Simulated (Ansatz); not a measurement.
# C4H8BF3O: the cost of one run

Program: Ansatz 0.2.0. Level of theory: DFT B3LYP+D3(BJ), Gaussian basis def2-TZVP, and further levels as typed in the inputs. These are calculated values, not measurements.

## 1. The system as given

Bond lengths (14 of 17 bonds, heavy atoms first): C1–C2 1.507 Å, C2–C3 1.513 Å, C3–O4 1.435 Å, C1–C5 1.513 Å, O4–C5 1.435 Å, O4–B14 1.700 Å, B14–F15 1.309 Å, B14–F16 1.309 Å, B14–F17 1.309 Å, C1–H6 1.093 Å, C1–H7 1.096 Å, C2–H8 1.093 Å, C2–H9 1.096 Å, C3–H10 1.094 Å. Angles (14 of 33 angles, heavy atoms first): C1–C2–C3 101.9°, C2–C1–C5 101.9°, C2–C3–O4 106.7°, C3–O4–C5 108.5°, C3–O4–B14 116.6°, C5–O4–B14 116.6°, C1–C5–O4 106.7°, O4–B14–F15 109.9°, O4–B14–F16 109.9°, O4–B14–F17 109.9°, F15–B14–F16 109.1°, F15–B14–F17 109.1°, F16–B14–F17 109.1°, C1–C2–H8 113.8°.

Structure file:

```xyz
17

C    -0.8813   -0.5320   -0.2537
C     0.4973   -0.9090    0.2247
C     1.2901    0.3399   -0.0942
O     0.3855    1.4466    0.0292
C    -0.9510    0.9328    0.1199
H    -1.6815   -1.1261    0.1949
H    -0.9390   -0.6433   -1.3430
H     0.9004   -1.8051   -0.2540
H     0.4810   -1.0752    1.3083
H     2.1408    0.4816    0.5781
H     1.6582    0.3232   -1.1256
H    -1.2890    1.0626    1.1536
H    -1.6117    1.5041   -0.5381
B     0.6291    2.7511   -1.0333
F     1.8976    2.8403   -1.3457
F    -0.0688    2.5713   -2.1267
F     0.2498    3.8671   -0.4628
```

## 2. Relaxing the atoms: C4H8BF3O

Contents of input.yaml:

```yaml
relax:
  f_tol: 0.001
  max_steps: 200
crystal:
  periodic: [false, false, false]
  atoms:
    - { symbol: C, position_ang: [-0.8813, -0.53195, -0.253738] }
    - { symbol: C, position_ang: [0.49733, -0.90897, 0.224662] }
    - { symbol: C, position_ang: [1.29012, 0.33991, -0.094228] }
    - { symbol: O, position_ang: [0.38548, 1.44659, 0.029192] }
    - { symbol: C, position_ang: [-0.95097, 0.93279, 0.119912] }
    - { symbol: H, position_ang: [-1.68154, -1.12612, 0.194882] }
    - { symbol: H, position_ang: [-0.93901, -0.6433, -1.342988] }
    - { symbol: H, position_ang: [0.90043, -1.80511, -0.254038] }
    - { symbol: H, position_ang: [0.48105, -1.07523, 1.308312] }
    - { symbol: H, position_ang: [2.14085, 0.48156, 0.578142] }
    - { symbol: H, position_ang: [1.65824, 0.3232, -1.125618] }
    - { symbol: H, position_ang: [-1.28896, 1.06257, 1.153582] }
    - { symbol: H, position_ang: [-1.61172, 1.50406, -0.538068] }
    - { symbol: B, position_ang: [0.629054, 2.751099, -1.033318] }
    - { symbol: F, position_ang: [1.897601, 2.840264, -1.345673] }
    - { symbol: F, position_ang: [-0.068809, 2.57132, -2.126659] }
    - { symbol: F, position_ang: [0.249818, 3.867059, -0.462756] }
basis:
  gaussian: { orbitals: def2-TZVP }
hamiltonian:
  xc: { name: B3LYP }
  dispersion: d3bj
```

Started as:

```
$ ansatz run input.yaml --threads 4 --pin off --max-ram 12288MiB --backend cpu --events-out ev --progress --plain --runs-dir out
```

**Question.** How long does this run take on 4 threads of Intel Xeon Platinum 8259CL at 2.50GHz (Skylake/Cascade Lake), shared host, and how much memory does it need?

About 3.3 min, with a peak of 1.5 GiB.
